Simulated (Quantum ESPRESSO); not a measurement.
Wanted: the native input for a Quantum ESPRESSO 7.5 run.

| Property | Result |
| --- | --- |
| Task | single point |
| Functional | PBE |
| Potentials or basis | SSSP 1.3 efficiency PBE |
| Cutoff | 748 eV |
| Density cutoff | 5987 eV |
| k mesh | 7 × 7 × 6 |
| Occupations | fermi-dirac, width 0.05 eV |
| Spin | no spin polarisation |
| Mixing beta | 0.5 |
| Most SCF iterations | 120 |
| SCF threshold | 6e-10 Ry |

TaTeI:

```xyz
3
Lattice="4.7671 0.0000 0.0000 -2.3835 4.1284 0.0000 0.0000 0.0000 4.5870" Properties=species:S:1:pos:R:3 pbc="T T T"
Ta    0.0000    0.0000    0.0000
Te    2.3835    1.3761    2.2935
I     0.0000    2.7523    2.2935
```

The cell was built by a generator and needn't be a form met in nature.

These files were run (other wordings do the same):

pw.in

```
&CONTROL
  calculation = 'scf'
  prefix = 'pwscf'
  outdir = './tmp'
  pseudo_dir = './pseudo'
  tprnfor = .true.
  tstress = .true.
  disk_io = 'nowf'
/
&SYSTEM
  ibrav = 0
  nat = 3
  ntyp = 3
  ecutwfc = 55
  ecutrho = 440
  nbnd = 20
  occupations = 'smearing'
  smearing = 'fd'
  degauss = 0.00367493
/
&ELECTRONS
  conv_thr = 6d-10
  electron_maxstep = 120
  mixing_beta = 0.5
/
ATOMIC_SPECIES
Ta   180.9479 Ta_pbe_v1.uspp.F.UPF
Te   127.6000 Te_pbe_v1.uspp.F.UPF
I    126.9045 I.pbe-n-kjpaw_psl.0.2.UPF
CELL_PARAMETERS angstrom
   4.7670806500    0.0000000000    0.0000000000
  -2.3835403300    4.1284129500    0.0000000000
   0.0000000000    0.0000000000    4.5870248700
ATOMIC_POSITIONS crystal
Ta     0.0000000000    0.0000000000    0.0000000000
Te     0.6666666700    0.3333333300    0.5000000000
I      0.3333333300    0.6666666700    0.5000000000
K_POINTS automatic
7 7 6 0 0 0
```

Potentials or basis: SSSP 1.3 efficiency PBE.

The run is started by

```console
$ OMP_NUM_THREADS=1 pw.x -in pw.in > pw.out
```

Results of the run:

- Pressure: 4.3 GPa
- Band gap on the k mesh: none (metal or under the smearing width)

It took 42 s on 1 thread of AMD EPYC 9R45 96-Core Processor (Zen 5) (shared host), peak memory 0.66 GiB.
